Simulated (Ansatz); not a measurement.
# F3H4NSi: the cost of one run

Computed with Ansatz 0.2.0, Gaussian basis. Level: PBE0-D4/cc-pVDZ.

### Step 1. The system as given

The start, a first-order saddle point found at PBE0-D4 in triple zeta: 9 atoms, charge 0, spin multiplicity 1.

Atoms are counted from 1 here; the program's logs count them from 0.

Bond lengths: Si1–N2 1.833 Å, Si1–F3 1.587 Å, Si1–F4 1.608 Å, Si1–F5 1.587 Å, N2–H6 1.263 Å, N2–H8 1.015 Å, N2–H9 1.015 Å. Angles: N2–Si1–F3 115.7°, N2–Si1–F4 97.5°, N2–Si1–F5 115.6°, F3–Si1–F4 97.7°, F3–Si1–F5 123.5°, F4–Si1–F5 97.7°, Si1–N2–H6 70.2°, Si1–N2–H8 116.2°, Si1–N2–H9 116.3°, H6–N2–H8 119.6°, H6–N2–H9 120.0°, H8–N2–H9 109.7°.

Geometry (Å):

```xyz
9
F3H4NSi
Si   -0.5695   -0.3698   -0.3212
N     0.7982    0.7254    0.2168
F    -0.1312   -1.7468   -0.9779
F    -0.9391    0.4078   -1.6798
F    -1.9529   -0.1571    0.4277
H     0.6362   -0.2020    1.0590
H    -0.0108   -1.0653    1.1892
H     1.6260    0.7297   -0.3705
H     0.5431    1.6781    0.4567
```

### Step 2. Dynamics

md/in.yaml

```yaml
crystal:
  periodic: [false, false, false]
  atoms:
    - {symbol: Si, position_ang: [-0.569549, -0.369796, -0.321201]}
    - {symbol: N, position_ang: [0.798184, 0.725405, 0.216818]}
    - {symbol: F, position_ang: [-0.131241, -1.746842, -0.977944]}
    - {symbol: F, position_ang: [-0.939136, 0.407813, -1.679816]}
    - {symbol: F, position_ang: [-1.952861, -0.157093, 0.427729]}
    - {symbol: H, position_ang: [0.636228, -0.201991, 1.058997]}
    - {symbol: H, position_ang: [-0.010846, -1.065278, 1.189204]}
    - {symbol: H, position_ang: [1.626010, 0.729668, -0.370473]}
    - {symbol: H, position_ang: [0.543111, 1.678115, 0.456685]}
basis:
  gaussian: {orbitals: cc-pVDZ}
hamiltonian: {xc: pbe0, dispersion: d4}
md: {n_steps: 80, timestep: 0.75, temperature: 300, ensemble: nvt_langevin, seed: 252, friction: 0.01, initial_velocities: maxwell_boltzmann}
```

Started as:

```bash
> ansatz run in.yaml --threads 4 --pin off --events-out ev --progress --plain --max-ram 9574MiB
```

**Question.** How long does this run take on 4 threads of Intel Xeon Platinum 8259CL at 2.50GHz, shared host?

About 1.8 min.
